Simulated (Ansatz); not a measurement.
# B₂H₂OS₂: up Jacob's ladder to CCSD(T)

An exercise on one series of results from a longer session: the logs are not shown, and one member is left open.

Method: functionals in def2-TZVPP, the program's frozen cores in correlated methods; program: Ansatz 0.2.0, Gaussian basis.

The runs, in order: LDA (SPW92), PBE-D4, revPBE-D4, BLYP-D4, r2SCAN-D4, B97M-V, PBE0-D4, B3LYP-D4, r2SCANh-D4, r2SCAN0-D4, HSE06-D4, BHLYP-D4, CAM-B3LYP-D4, LC-ωPBE, ωB97X-V, ωB97M-V, B2PLYP, PBE-QIDH; CCSD(T)/def2-SVP; CCSD(T)/def2-TZVPP; MP2/def2-QZVPP; extrapolation to the limit; RPA on PBE.

## The geometry

An earlier PBE0-D4 in a triple-zeta def2 set relaxation fixed the geometry.

7 atoms, charge 0, spin multiplicity 1.

Atoms are counted from 1 here; the program's logs count them from 0.

Bond lengths: S1–B2 1.781 Å, S1–H6 1.345 Å, B2–O3 1.394 Å, B2–S5 1.841 Å, O3–B4 1.387 Å, B4–S5 1.832 Å, B4–H7 1.189 Å. Angles: B2–S1–H6 94.6°, S1–B2–O3 127.3°, S1–B2–S5 130.2°, O3–B2–S5 102.6°, B2–O3–B4 89.7°, O3–B4–S5 103.3°, O3–B4–H7 125.5°, S5–B4–H7 131.2°, B2–S5–B4 64.5°.

The first run:

Input file in.yaml:

```yaml
crystal:
  periodic: [false, false, false]
  atoms:
    - {symbol: S, position_ang: [-1.594661, 0.794557, 1.402522]}
    - {symbol: B, position_ang: [-0.211909, 0.312118, 0.389516]}
    - {symbol: O, position_ang: [-0.181402, -0.697276, -0.571372]}
    - {symbol: B, position_ang: [1.146791, -0.395641, -0.834233]}
    - {symbol: S, position_ang: [1.501353, 0.981660, 0.320998]}
    - {symbol: H, position_ang: [-2.432450, -0.120794, 0.882830]}
    - {symbol: H, position_ang: [1.833578, -0.942524, -1.635961]}
basis:
  gaussian: {orbitals: def2-TZVPP}
hamiltonian: {xc: lda}
output: {orbitals: {seedname: orbitals}}
```

Started as:

```sh
$ ansatz run in.yaml --threads 2 --pin off --events-out ev --progress --plain --max-ram 4352MiB
```

Among the steps run: LDA; PBE-D4 (GGA); revPBE-D4 (GGA); BLYP-D4 (GGA); r2SCAN-D4 (meta-GGA); B97M-V (meta-GGA); B3LYP-D4 (hybrid); r2SCANh-D4 (hybrid); r2SCAN0-D4 (hybrid); HSE06-D4 (hybrid); BHLYP-D4 (hybrid); CAM-B3LYP-D4 (range-separated); LC-ωPBE (range-separated); ωB97X-V (range-separated); ωB97M-V (range-separated); B2PLYP (double hybrid); PBE-QIDH (double hybrid).

One table of the session follows, with a row left open; its other results are not shown here.

It belongs to the step «Frontier levels by functional». 

```
  functional  HOMO (eV)  gap (eV)
 LDA (SPW92)      -6.88      4.32
      PBE-D4      -6.73      4.46
   revPBE-D4      -6.67      4.51
     BLYP-D4      -6.53      4.44
   r2SCAN-D4      -7.01      5.08
      B97M-V      -7.07      5.21
     PBE0-D4      -7.91      6.60
    B3LYP-D4          ?         ?
  r2SCANh-D4      -7.45      5.85
  r2SCAN0-D4      -8.10      7.01
    HSE06-D4      -7.51      5.82
    BHLYP-D4      -8.92      8.71
CAM-B3LYP-D4      -9.17      8.99
     LC-ωPBE     -10.58     11.51
     ωB97X-V     -10.20     11.09
     ωB97M-V     -10.02     10.72
```

**Question.** Estimate the row for B3LYP-D4.

Worked estimate for «HOMO (eV)». Against the share of exact exchange, BLYP-D4 (0, -6.53), BHLYP-D4 (0.5, -8.92) give a slope of -4.78 per unit share; at 0.2 the line stands at -7.49.

The run gave: HOMO (eV): -7.64; gap (eV): 6.15. In «HOMO (eV)» the line misses by +0.15.
